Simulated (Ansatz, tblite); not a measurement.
# The cluster Au₃I₂: a ladder of methods and basis sets

One table from this session's results is given with a row withheld; the runs are named, their logs left out.

Computed with Ansatz 0.2.0, Gaussian basis. Level: as each input shows.

Levels to be run: GFN1-xTB, GFN2-xTB, PBE-D4/def2-TZVP, r2SCAN-D4/def2-TZVP, HSE06-D4/def2-TZVP, ωB97M-V/def2-TZVP, revPBE-D4/def2-TZVP, PBE-D4/def2-SVP, PBE0-D4/def2-SVP, MP2/def2-TZVP, RPA/def2-TZVP.

4 further runs of the same task are left out: 4 set aside as unsound or not needed. Runs told in other sessions of the task aren't counted.

## The relaxed structure

The doublet was relaxed beforehand with PBE-D4/def2-SVP. At that level it is the lowest of the isomers that a small search found.

5 atoms, charge 0, spin multiplicity 2.

Bond lengths: Au1–Au2 2.670 Å, Au1–I5 2.769 Å, Au2–I4 2.788 Å, Au3–I4 2.644 Å, Au3–I5 2.677 Å. Angles: Au2–Au1–I5 132.8°, Au1–Au2–I4 104.0°, I4–Au3–I5 164.0°, Au2–I4–Au3 76.7°, Au1–I5–Au3 62.5°.

Au, I take a core potential in the def2 sets. No spin-orbit coupling is included.

PBE0-D4/def2-TZVP was run before; its log isn't repeated, and its numbers join the tables.

Set-up of the first run:

Tight binding, by tblite at 300 K electronic temperature and without a spin-polarisation term:

```python
tblite.interface.Calculator('GFN1-xTB', numbers, positions, charge=0, uhf=1).singlepoint()
```

Tight binding, by tblite at 300 K electronic temperature and without a spin-polarisation term:

```python
tblite.interface.Calculator('GFN2-xTB', numbers, positions, charge=0, uhf=1).singlepoint()
```

start.molden holds the orbitals of an earlier run on this state, given as this run's starting guess.

in.yaml

```yaml
crystal:
  periodic: [false, false, false]
  atoms:
    - {symbol: Au, position_ang: [-1.399334, -1.100573, -0.031288]}
    - {symbol: Au, position_ang: [-1.646737, 1.557378, 0.037338]}
    - {symbol: Au, position_ang: [1.263057, -0.150114, -0.001713]}
    - {symbol: I, position_ang: [0.984876, 2.478303, 0.067695]}
    - {symbol: I, position_ang: [0.798138, -2.784993, -0.072033]}
basis:
  gaussian: {orbitals: def2-TZVP, initial_orbitals: start.molden}
magnetization: {spin_polarized: true, initial_magnetization: 1}
hamiltonian: {xc: pbe, dispersion: d4}
scf: {omitted_lower_state_checks: [starts]}
output: {forces: true, orbitals: {seedname: orbitals}}
```

The run is started by

```sh
$ ansatz run in.yaml --threads 4 --pin off --events-out ev --progress --plain --max-ram 4787MiB
```

Among the steps run: PBE-D4/def2-TZVP; r2SCAN-D4/def2-TZVP; HSE06-D4/def2-TZVP; ωB97M-V/def2-TZVP; revPBE-D4/def2-TZVP; PBE-D4/def2-SVP; PBE0-D4/def2-SVP; MP2/def2-TZVP; RPA/def2-TZVP.

One of the session's tables, all rows but one given; the rest of the session is left out.

It belongs to the step «Binding energy». 

```
              level  binding an atom (eV)
       HF/def2-TZVP                 0.888
    PBE-D4/def2-SVP                 1.750
   PBE-D4/def2-TZVP                 1.817
revPBE-D4/def2-TZVP                 1.674
r2SCAN-D4/def2-TZVP                 1.812
   PBE0-D4/def2-SVP                 1.633
  PBE0-D4/def2-TZVP                 1.708
 HSE06-D4/def2-TZVP                     ?
  ωB97M-V/def2-TZVP                 1.639
      RPA/def2-TZVP                 1.436
      MP2/def2-TZVP                 1.772
```

**Question.** Estimate the row for HSE06-D4/def2-TZVP.

As computed: binding an atom (eV): 1.712. In the column «binding an atom (eV)» it lies between PBE0-D4/def2-TZVP (1.708) and PBE-D4/def2-SVP (1.750).

Limits of these values: Free atoms were run apart at each level; binding is atoms less cluster, divided by the number of atoms, without zero-point or spin-orbit terms.
